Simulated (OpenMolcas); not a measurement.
**SiPH5O2 (SMILES O[SiH2]OP), step by step**

We compute the energy (HF/ANO-R0), then a single-point energy (CASSCF(2,2)/ANO-R1), then the energy along one coordinate (CASPT2(2,2)/ANO-R1), then an energy scan (SC-NEVPT2(2,2)/ANO-R1), then the energy along one coordinate (MC-PDFT[tPBE](2,2)/ANO-R1) of SiPH5O2. 

The results are computed with OpenMolcas 26.06.

## 1. Starting point

SiPH5O2: 9 atoms, total charge 0, spin state singlet. SMILES: `O[SiH2]OP`. The shape is that of a PBE0-D4/def2-TZVP optimisation. This is one conformer, not always the lowest.

Bond lengths: O1–Si2 1.637 Å, Si2–O3 1.648 Å, O3–P4 1.646 Å, O1–H5 0.958 Å, Si2–H6 1.486 Å, Si2–H7 1.473 Å, P4–H8 1.424 Å, P4–H9 1.424 Å. Some angles: O1–Si2–O3 112.6°, Si2–O3–P4 125.8°, O1–Si2–H6 109.8°, O1–Si2–H7 106.9°, O3–Si2–H6 108.4°, O3–Si2–H7 105.8°, Si2–O1–H5 118.2°, O3–P4–H8 98.7°, O3–P4–H9 98.7°, H6–Si2–H7 113.3°.

## 2. The energy at HF/ANO-R0 (sfX2C) (run 1)

File input.xyz:

```xyz
9

O     -0.307900     1.144300    -1.642900
Si     0.817700     0.562000    -0.606400
O      0.302400    -0.778100     0.201800
P     -0.942200    -0.834900     1.277600
H     -0.998700     1.706900    -1.290600
H      1.170600     1.605300     0.391300
H      1.964500     0.123500    -1.421100
H     -0.305900    -1.590900     2.302600
H     -1.612000    -1.984300     0.770600
```

File step1.inp:

```
* H5O2PSi Hartree-Fock
>>> EXPORT MOLCAS_PRINT=2

&GATEWAY
 Coord=input.xyz
 Basis=ANO-R0
 Group=NoSym

&SEWARD

&SCF
 PrOrbitals=0

&LOCALISATION
 Occupied
 Freeze
 Pipek-Mezey

&LOCALISATION
 FileOrb=$Project.LocOrb
 Virtual
 Pipek-Mezey
```

On the command line:

```
export MOLCAS_MEM=1860
pymolcas step1.inp > step1.log
```

Standard output:

```text
--- Start Module: gateway ---
[...]
--- Stop Module: gateway /rc=_RC_ALL_IS_WELL_ ---
[...]
      Basis functions           33
[...]
       Convergence after  11 Iterations
[...]
::    Total SCF energy                               -782.9770963394
[...]
      Total spin, S                                     0.0000000000
[...]
      Total electronic charge=   50.000000
      Total            charge=   -0.000000
[...]
      Dipole Moment (debye):
      Origin of the operator (angstrom)=   -0.0643   -0.0461    0.0033
                   X= -1.7087E+00               Y=  1.7494E-01               Z= -1.4311E-01           Total=  1.7236E+00
      Quadrupole Moment (debye*angstrom):
[...]
--- Start Module: localisation ---
[...]
--- Stop Module: localisation /rc=_RC_ALL_IS_WELL_ ---
--- Start Module: localisation ---
[...]
--- Stop Module: localisation /rc=_RC_ALL_IS_WELL_ ---
[...]
```

Run time: 5.4 s. Hardware: 1 thread of Intel Xeon Platinum 8259CL at 2.50GHz (Skylake/Cascade Lake), shared host; peak memory 0.38 GiB.

## 3. The energy at CASSCF(2,2)/ANO-R1 (sfX2C, RICD fitting) (run 2)

input.xyz is that of step 2.

File step2.inp:

```
* H5O2PSi CASSCF
>>> EXPORT MOLCAS_PRINT=2

&GATEWAY
 Coord
 input.xyz
 Basis
 ANO-R0
 Group
 NoSym

&SEWARD

&RASSCF
 FileOrb
 $CurrDir/step1.LocOrb
 Alter
 2
 1 16 25
 1 26 31
 Spin
 1
 Nactel
 2 0 0
 Inactive
 24
 Ras2
 2
 OrbListing
 Nothing
>>> COPY $Project.RunFile RUNFIL1
>>> COPY $Project.RasOrb INPORB

&GATEWAY
 Coord
 input.xyz
 Basis
 ANO-R1
 Group
 NoSym
 RICD

&SEWARD
>>> COPY $Project.RunFile RUNFIL2

&EXPBAS

&RASSCF
 FileOrb
 $Project.ExpOrb
 Spin
 1
 Nactel
 2 0 0
 Inactive
 24
 Ras2
 2
 OrbListing
 Nothing
 OrbAppear
 Compact
```

On the command line:

```
export MOLCAS_MEM=1860
pymolcas step2.inp > step2.log
```

Standard output:

```text
--- Start Module: gateway ---
[...]
      Basis functions           33
[...]
      Number of active orbitals                  2
[...]
      Spin quantum number                      0.0
[...]
      Active orbitals                            2
[...]
      Number of CSFs                             3
[...]
      Number of root(s) required                 1
[...]
      Convergence after 14 iterations
[...]
      printout of CI-coefficients larger than  0.05 for root  1
      energy=    -782.983507
      conf/sym  11     Coeff  Weight
             1  20   0.99631 0.99264
             3  02  -0.08580 0.00736
      Natural orbitals and occupation numbers for root  1
      sym 1:   1.985275   0.014725
      ************************************************************************************************************************
      *                                                    Final results                                                     *
[...]
::    RASSCF root number  1 Total energy:   -782.98350723
[...]
      Basis functions           89
[...]
      Convergence after 13 iterations
[...]
      Natural orbitals and occupation numbers for root  1
      sym 1:   1.982626   0.017374
      ************************************************************************************************************************
      *                                                    Final results                                                     *
[...]
::    RASSCF root number  1 Total energy:   -784.01149644
[...]
      Total electronic charge=   50.000000
      Total            charge=   -0.000000
[...]
      Dipole Moment (debye):
      Origin of the operator (angstrom)=   -0.0643   -0.0461    0.0033
                   X= -7.5081E-01               Y=  6.5897E-01               Z=  1.3009E+00           Total=  1.6402E+00
      Quadrupole Moment (debye*angstrom):
[...]
```

Run time: 20 s. Hardware: 1 thread of Intel Xeon Platinum 8259CL at 2.50GHz (Skylake/Cascade Lake), shared host; peak memory 0.38 GiB.

## 4. An energy scan at CASPT2(2,2)/ANO-R1 (sfX2C, RICD fitting, ipea shift 0.25 Eh, pt2 variant SS) (run 3)

File step3.inp:

```
>>> EXPORT MOLCAS_PRINT=2
>>> COPY $CurrDir/step2.RasOrb $Project.RasOrb
>>> ForEach K in (1, 2, 3, 4, 5, 6, 7, 8, 9)
&GATEWAY
Coord
$CurrDir/point$K.xyz
Basis
ANO-R1
Group
NoSym
RICD
&SEWARD
&RASSCF
FileOrb
$Project.RasOrb
Spin
1
Nactel
2 0 0
Inactive
24
Ras2
2
OrbListing
Nothing
OrbAppear
Compact
&CASPT2
Imaginary
0.2
Frozen
12
>>> EndDo
```

On the command line:

```
export MOLCAS_MEM=1860
pymolcas step3.inp > step3.log
```

Standard output:

```text
[...]
      Basis functions           89
[...]
      Number of active orbitals                  2
[...]
      Spin quantum number                      0.0
[...]
      Active orbitals                            2
[...]
      Number of CSFs                             3
[...]
      Number of root(s) required                 1
[...]
      Convergence after 12 iterations
[...]
      printout of CI-coefficients larger than  0.05 for root  1
      energy=    -784.001438
      conf/sym  11     Coeff  Weight
             1  20   0.99701 0.99403
             3  02  -0.07725 0.00597
      Natural orbitals and occupation numbers for root  1
      sym 1:   1.988066   0.011934
      ************************************************************************************************************************
      *                                                    Final results                                                     *
[...]
::    RASSCF root number  1 Total energy:   -784.00143751
[...]
::    CASPT2 Root  1     Total energy:   -784.58770052
[...]
      Convergence after 12 iterations
[...]
      Natural orbitals and occupation numbers for root  1
      sym 1:   1.982629   0.017371
      ************************************************************************************************************************
      *                                                    Final results                                                     *
[...]
      Convergence after 10 iterations
[...]
      Convergence after  9 iterations
[...]
      Convergence after 10 iterations
[...]
::    RASSCF root number  1 Total energy:   -783.87192546
[...]
::    CASPT2 Root  1     Total energy:   -784.45054961
[...]
      Convergence after  9 iterations
[...]
::    RASSCF root number  1 Total energy:   -783.86668870
[...]
      Reference weight:           0.84374
[...]
::    CASPT2 Root  1     Total energy:   -784.44397915
[...]
```

Run time: 1.9 min. Hardware: 1 thread of Intel Xeon Platinum 8259CL at 2.50GHz (Skylake/Cascade Lake), shared host; peak memory 0.086 GiB.

The scan, from its lowest point:

```tsv
H6–Si2 (Å)	energy (kJ/mol)
1.337	24.4
1.486	0.0
1.635	15.1
1.858	70.7
2.155	160.1
2.526	257.5
2.972	336.1
3.567	384.5
4.458	401.8
```

## 5. The energy along one coordinate at SC-NEVPT2(2,2)/ANO-R1 (sfX2C, RICD fitting, pt2 variant SC-NEVPT2) (run 4)

File step4.input:

```
>>> COPY $CurrDir/step2.RasOrb $Project.RasOrb
>>> ForEach K in (1, 2, 3, 4, 5, 6, 7, 8, 9)
&gateway
coord=$CurrDir/point$K.xyz
basis=ANO-R1
group=NoSym
ricd
&seward
&rasscf
fileorb=$Project.RasOrb
spin=1
nactel=2 0 0
inactive=24
ras2=2
orblisting=Nothing
orbappear=Compact
&caspt2
sc-nevpt2
frozen=12
>>> EndDo
```

On the command line:

```
export MOLCAS_MEM=1860
pymolcas step4.input > step4.log
```

Standard output:

```text
--- Start Module: gateway ---
[...]
      Basis functions           89
[...]
      Number of active orbitals                  2
[...]
      Spin quantum number                      0.0
[...]
      Active orbitals                            2
[...]
      Number of CSFs                             3
[...]
      Number of root(s) required                 1
[...]
      Convergence after 12 iterations
[...]
      printout of CI-coefficients larger than  0.05 for root  1
      energy=    -784.001438
      conf/sym  11     Coeff  Weight
             1  20   0.99701 0.99403
             3  02  -0.07725 0.00597
      Natural orbitals and occupation numbers for root  1
      sym 1:   1.988066   0.011934
      ************************************************************************************************************************
      *                                                    Final results                                                     *
[...]
::    RASSCF root number  1 Total energy:   -784.00143751
[...]
::    SC-NEVPT2 Root  1     Total energy:   -784.58099664
[...]
      Convergence after 12 iterations
[...]
      Natural orbitals and occupation numbers for root  1
      sym 1:   1.982629   0.017371
      ************************************************************************************************************************
      *                                                    Final results                                                     *
[...]
      Convergence after 10 iterations
[...]
      Convergence after  9 iterations
[...]
      Convergence after 10 iterations
[...]
::    RASSCF root number  1 Total energy:   -783.87192546
[...]
::    SC-NEVPT2 Root  1     Total energy:   -784.44833215
[...]
      Convergence after  9 iterations
[...]
::    RASSCF root number  1 Total energy:   -783.86668870
[...]
::    SC-NEVPT2 Root  1     Total energy:   -784.44221033
[...]
```

Wall time 97 s (1 thread of Intel Xeon Platinum 8259CL at 2.50GHz (Skylake/Cascade Lake), shared host); peak memory 0.086 GiB.

The scan, from its lowest point:

```tsv
H6–Si2 (Å)	energy (kJ/mol)
1.337	26.2
1.486	0.0
1.635	13.6
1.858	67.5
2.155	155.2
2.526	251.0
2.972	328.1
3.567	374.5
4.458	390.6
```

## 6. The energy along one coordinate at MC-PDFT[tPBE](2,2)/ANO-R1 (sfX2C, RICD fitting) (run 5)

File step5.input:

```
* H5O2PSi MC-PDFT
>>> EXPORT MOLCAS_PRINT=2
>>> COPY $CurrDir/step2.RasOrb $Project.RasOrb
>>> ForEach K in (1, 2, 3, 4, 5, 6, 7, 8, 9)

&GATEWAY
 COORD = $CurrDir/point$K.xyz
 BASIS = ANO-R1
 GROUP = NoSym
 RICD

&SEWARD

&RASSCF
 FILEORB = $Project.RasOrb
 SPIN = 1
 NACTEL = 2 0 0
 INACTIVE = 24
 RAS2 = 2
 ORBLISTING = Nothing
 ORBAPPEAR = Compact

&MCPDFT
 KSDFT = T:PBE
>>> EndDo
```

On the command line:

```
export MOLCAS_MEM=1860
pymolcas step5.input > step5.log
```

Standard output:

```text
--- Start Module: gateway ---
[...]
      Basis functions           89
[...]
      Number of active orbitals                  2
[...]
      Spin quantum number                      0.0
[...]
      Active orbitals                            2
[...]
      Number of CSFs                             3
[...]
      Number of root(s) required                 1
[...]
      Convergence after 12 iterations
[...]
      printout of CI-coefficients larger than  0.05 for root  1
      energy=    -784.001438
      conf/sym  11     Coeff  Weight
             1  20   0.99701 0.99403
             3  02  -0.07725 0.00597
      Natural orbitals and occupation numbers for root  1
      sym 1:   1.988066   0.011934
      ************************************************************************************************************************
      *                                                    Final results                                                     *
[...]
::    RASSCF root number  1 Total energy:   -784.00143751
[...]
::    MCPDFT root number  1 Total energy:   -785.46876645
[...]
      Convergence after 12 iterations
[...]
      Natural orbitals and occupation numbers for root  1
      sym 1:   1.982629   0.017371
      ************************************************************************************************************************
      *                                                    Final results                                                     *
[...]
      Convergence after 10 iterations
[...]
      Convergence after  9 iterations
[...]
      Convergence after 10 iterations
[...]
::    RASSCF root number  1 Total energy:   -783.87192546
[...]
::    MCPDFT root number  1 Total energy:   -785.32903582
[...]
      Convergence after  9 iterations
[...]
::    RASSCF root number  1 Total energy:   -783.86668870
[...]
::    MCPDFT root number  1 Total energy:   -785.32287244
[...]
```

Wall time 1.9 min (1 thread of Intel Xeon Platinum 8259CL at 2.50GHz (Skylake/Cascade Lake), shared host); peak memory 0.086 GiB.

The scan, from its lowest point:

```tsv
H6–Si2 (Å)	energy (kJ/mol)
1.337	26.7
1.486	0.0
1.635	12.8
1.858	65.7
2.155	153.8
2.526	253.7
2.972	339.2
3.567	393.5
4.458	409.7
```

## 7. Outcome

| quantity | value |
| --- | --- |
| run 1, HF/ANO-R0: total energy | -782.97710 Eh |
| run 1, HF/ANO-R0: dipole moment | 1.72 D |
| run 1, HF/ANO-R0: HOMO energy | -10.44 eV |
| run 1, HF/ANO-R0: LUMO energy | 3.03 eV |
| run 1, HF/ANO-R0: HOMO–LUMO gap | 13.47 eV |
| run 2, CASSCF(2,2)/ANO-R1: total energy | -784.01150 Eh |
| run 2, CASSCF(2,2)/ANO-R1: dipole moment (CASSCF density) | 1.64 D |
| run 3, CASPT2(2,2)/ANO-R1: lowest energy of the scan | -784.59700 Eh |
| run 4, SC-NEVPT2(2,2)/ANO-R1: lowest energy of the scan | -784.59099 Eh |
| run 5, MC-PDFT[tPBE](2,2)/ANO-R1: lowest energy of the scan | -785.47893 Eh |

In words: Mulliken charges (run 1, HF/ANO-R0) run from -0.56 on O1 to +0.77 on Si2; they depend strongly on the basis.
